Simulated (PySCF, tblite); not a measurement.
**C₄H₆F₄O₂Si: infrared bands and NMR shifts**

What infrared bands and NMR shifts should C₄H₆F₄O₂Si (`FC(F)(F)C1(F)CO[SiH2]OC1`) show?

Computed with tblite 0.8.0 and PySCF 2.14.0, with density-fitted response routines of our own, on a single molecule in the gas phase. Atoms count from 0, in the outputs and in this text.

**1. The molecule as given**

17 atoms, charge 0, multiplicity 1; geometry from: GFN2-xTB.

Bonds of the start (Å): F0–C1 1.34, C1–F2 1.33, C1–F3 1.34, C1–C4 1.54, C4–F5 1.38, C4–C6 1.54, C6–O7 1.39, O7–Si8 1.64, Si8–O9 1.64, O9–C10 1.39, C10–C4 1.54, C6–H11 1.10, C6–H12 1.10, Si8–H13 1.44, Si8–H14 1.46, C10–H15 1.10, C10–H16 1.10.

**2. Harmonic vibrations with GFN2-xTB**

Job settings and geometry (Å):

```
{"job": {"kind": "ir", "xc": "GFN2-xTB", "basis": "xTB"}, "charge": 0, "multiplicity": 1}
F     -2.102618    -1.360986     1.151025
C     -1.553288    -0.176820     0.856333
F     -0.812449     0.176840     1.906161
F     -2.557137     0.704527     0.776532
C     -0.752554    -0.235818    -0.455008
F     -1.661548    -0.596469    -1.431856
C      0.329694    -1.323665    -0.404016
O      1.383890    -0.999659     0.435594
Si     2.007084     0.513247     0.535351
O      0.860369     1.543606    -0.020399
C     -0.188528     1.141914    -0.832239
H      0.681927    -1.475254    -1.433462
H     -0.115643    -2.261429    -0.050798
H      2.158612     0.795592     1.942915
H      3.167064     0.595975    -0.346628
H     -0.985000     1.891991    -0.758791
H      0.133128     1.078439    -1.880627
```

**Question.** This job is followed by: GIAO PBE0/pcSseg-1 NMR shielding, non-relativistic, gas phase. Predict these results of the whole session: strongest single infrared mode (GFN2-xTB); zero-point energy (GFN2-xTB); 13C shifts against TMS (PBE0/pcSseg-1, means over atoms taken as alike); 1H shifts against TMS (PBE0/pcSseg-1, means over atoms taken as alike); 19F shifts against CFCl3 (PBE0/pcSseg-1, means over atoms taken as alike); 17O shifts against H2O (PBE0/pcSseg-1, means over atoms taken as alike); 29Si shifts against TMS (PBE0/pcSseg-1).

The runs gave:

| quantity | value |
| --- | --- |
| strongest single infrared mode (GFN2-xTB) | 796 cm⁻¹, 353 km/mol |
| zero-point energy (GFN2-xTB) | 64.8 kcal/mol |
| 13C shifts against TMS (PBE0/pcSseg-1, means over atoms taken as alike) | 133.5, 89.3, 66.8 ppm |
| 1H shifts against TMS (PBE0/pcSseg-1, means over atoms taken as alike) | 5.06, 4.98, 4.68, 4.39 ppm |
| 19F shifts against CFCl3 (PBE0/pcSseg-1, means over atoms taken as alike) | -94.8, -210.7 ppm |
| 17O shifts against H2O (PBE0/pcSseg-1, means over atoms taken as alike) | 23.4 ppm |
| 29Si shifts against TMS (PBE0/pcSseg-1) | -30.1 ppm |

What this shows: No mode is imaginary among the 45: a minimum at this level. Unscaled tight-binding wavenumbers are off by several per cent, some by more. Its intensities can rank the bands wrongly. At PBE0/pcSseg-1: The widest tensor belongs to F0, F2, F3: span 156 ppm, with a paramagnetic part of -208 ppm.
